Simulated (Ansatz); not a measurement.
# Ta (hcp type): how the settings move a single-point run

How sensitive is a single-point run of Ta (hcp type) to its settings? A reference run comes first, then one run with altered input.

Computed with Ansatz 0.2.0 (reference: DFT, PBEsol, all-electron PAW with datasets made for the crystal, scalar-relativistic, unless a step's input says otherwise).

1 further run of the same task is left out (it didn't finish). Runs told in other sessions of the task aren't counted.

## Step 1: Starting point

Symmetry: P6_3/mmc, No. 194, hexagonal system. Conventional cell: a = 2.868 Å, b = 2.868 Å, c = 5.091 Å, α = 90.00°, β = 90.00°, γ = 120.00°. Around Ta (site symmetry -6m2) lie 12 Ta at 2.87 to 3.04 Å.

As a file:

```
Ta
1.0
     2.86811    0.00000    0.00000
    -1.43406    2.48386    0.00000
     0.00000    0.00000    5.09068
Ta
2
Direct
  0.33333 0.66667 0.25000
  0.66667 0.33333 0.75000
```

## Step 2: Reference

File input.yaml:

```yaml
crystal:
  lattice:
    - [2.8681140808, 0.0, 0.0]
    - [-1.4340570404, 2.4838596549, 0.0]
    - [0.0, 0.0, 5.090683779]
  atoms:
    - { symbol: Ta, position: [0.3333333333, 0.6666666667, 0.25] }
    - { symbol: Ta, position: [0.6666666667, 0.3333333333, 0.75] }
kpoints:
  mp_grid: { grid: [17, 17, 9] }
scf:
  occupations: { method: fermi_dirac, width: 0.1 }
hamiltonian:
  xc: pbesol
  pseudopotentials: { kind: all_electron, datasets: crystal }
output:
  forces: true
  stress: true
  eigenvalues: true
```

Started as:

```bash
$ ansatz run input.yaml --threads 1 --pin off --max-ram 2048MiB --backend cpu --events-out ev --progress --plain --runs-dir out
```

## Step 3: Variant: mp_grid.grid [11, 11, 6], preconditioner local_kerker, scf.algorithm density_mixing

input.yaml: that of step 2 with these lines changed.

```diff
@@ -9,5 +9,7 @@
 kpoints:
-  mp_grid: { grid: [17, 17, 9] }
+  mp_grid: { grid: [11, 11, 6] }
 scf:
   occupations: { method: fermi_dirac, width: 0.1 }
+  mixing: { preconditioner: local_kerker }
+  algorithm: density_mixing
 hamiltonian:
```

Before running it: what results should come out? Wanted: for each run, ending; energy change; pressure; gap; force.

**Answer**, as computed:

| run | ending | energy change | pressure (GPa) | gap (eV) | force (eV/Å) | cycles | time |
| --- | --- | --- | --- | --- | --- | --- | --- |
| reference | converged | 0 | -0.1 | 0.00 | 0.00 | 8 | 38 s |
| 1: mp_grid.grid [11, 11, 6], preconditioner local_kerker, scf.algorithm density_mixing | converged | -3.5 meV/atom | -0.1 | 0.00 | 0.00 | 8 | 16 s |

Residual by cycle in the longest SCF loop of each run; runs are numbered as in the table. The quantity is the density residual dr2, in eV.

| cycle | reference | run 1 |
| --- | --- | --- |
| 1 | 2.89 | 2.88 |
| 2 | 1.23 | 1.11 |
| 3 | 0.0074 | 0.00312 |
| 4 | 0.00351 | 0.00326 |
| 5 | 2.0e-4 | 1.1e-4 |
| 6 | 1.8e-5 | 9.0e-6 |
| 7 | 1.3e-6 | 4.4e-7 |
| 8 | 1.7e-8 | 4.8e-9 |

What this shows: Changing the k-point mesh, mixing and solver moves the energy by -3.5 meV/atom. Mixing only sets the path, so the shift comes from the other change. The energy is not variational in the mesh, so the sign tells nothing. The other settings changed steer the path, not the converged energy, so the shift is the mesh's. Cost: 16 s against 38 s.
